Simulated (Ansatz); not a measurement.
# BFGeH3N: small, medium and large basis sets

One table from this session's results is given with a row withheld; the runs are named, their logs left out.

Method: one geometry, several basis sets; program: Ansatz 0.2.0, Gaussian basis.

The runs, in order: PBE0-D4/def2-SVP; ωB97M-V/def2-SVP; PBE0-D4/def2-QZVPP; ωB97M-V/def2-QZVPP; the functionals' def2-TZVPP values are taken from earlier runs.

### Structure used throughout

The geometry comes from an earlier relaxation with PBE0-D4 in a triple-zeta def2 set; it is a stationary point, not always the lowest conformer.

SMILES `F[B]1[NH][GeH2]1`, 7 atoms, charge 0, spin multiplicity 1.

Atoms are counted from 1 here; the program's logs count them from 0.

Bond lengths: F1–B2 1.317 Å, B2–N3 1.360 Å, B2–Ge4 2.003 Å, N3–Ge4 1.923 Å, N3–H5 1.008 Å, Ge4–H6 1.539 Å, Ge4–H7 1.539 Å. Angles: F1–B2–N3 139.3°, F1–B2–Ge4 154.2°, N3–B2–Ge4 66.6°, B2–N3–Ge4 72.9°, B2–N3–H5 140.6°, Ge4–N3–H5 146.4°, B2–Ge4–N3 40.5°, B2–Ge4–H6 124.6°, B2–Ge4–H7 124.6°, N3–Ge4–H6 111.7°, N3–Ge4–H7 111.7°, H6–Ge4–H7 109.6°.

The first run:

File in.yaml:

```yaml
crystal:
  periodic: [false, false, false]
  atoms:
    - {symbol: F, position_ang: [-0.998737, -2.247667, 0.212643]}
    - {symbol: B, position_ang: [-0.441542, -1.058965, 0.113002]}
    - {symbol: N, position_ang: [0.618220, -0.372259, 0.617891]}
    - {symbol: Ge, position_ang: [-0.292250, 0.808386, -0.596741]}
    - {symbol: H, position_ang: [1.389126, -0.488768, 1.256784]}
    - {symbol: H, position_ang: [-0.826047, 2.061906, 0.119272]}
    - {symbol: H, position_ang: [0.612531, 1.229267, -1.768551]}
basis:
  gaussian: {orbitals: def2-SVP}
hamiltonian: {xc: pbe0, dispersion: d4}
output: {orbitals: {seedname: orbitals}}
```

Started as:

```bash
$ ansatz run in.yaml --threads 2 --pin off --events-out ev --progress --plain --max-ram 4352MiB
```

Among the steps run: PBE0-D4 in def2-SVP; ωB97M-V in def2-SVP; PBE0-D4 in def2-QZVPP; ωB97M-V in def2-QZVPP.

One table of the session follows, with a row left open; its other results are not shown here.

It belongs to the step «Functionals by basis». 

| functional | basis | HOMO (eV) |
| --- | --- | --- |
| PBE0-D4 | def2-SVP | -7.28 |
| PBE0-D4 | def2-TZVPP | ? |
| PBE0-D4 | def2-QZVPP | -7.38 |
| ωB97M-V | def2-SVP | -9.35 |
| ωB97M-V | def2-TZVPP | -9.45 |
| ωB97M-V | def2-QZVPP | -9.48 |

**Question.** Estimate the row for PBE0-D4, def2-TZVPP.

As computed: HOMO (eV): -7.36. In the column «HOMO (eV)» it lies between PBE0-D4, def2-QZVPP (-7.38) and PBE0-D4, def2-SVP (-7.28).
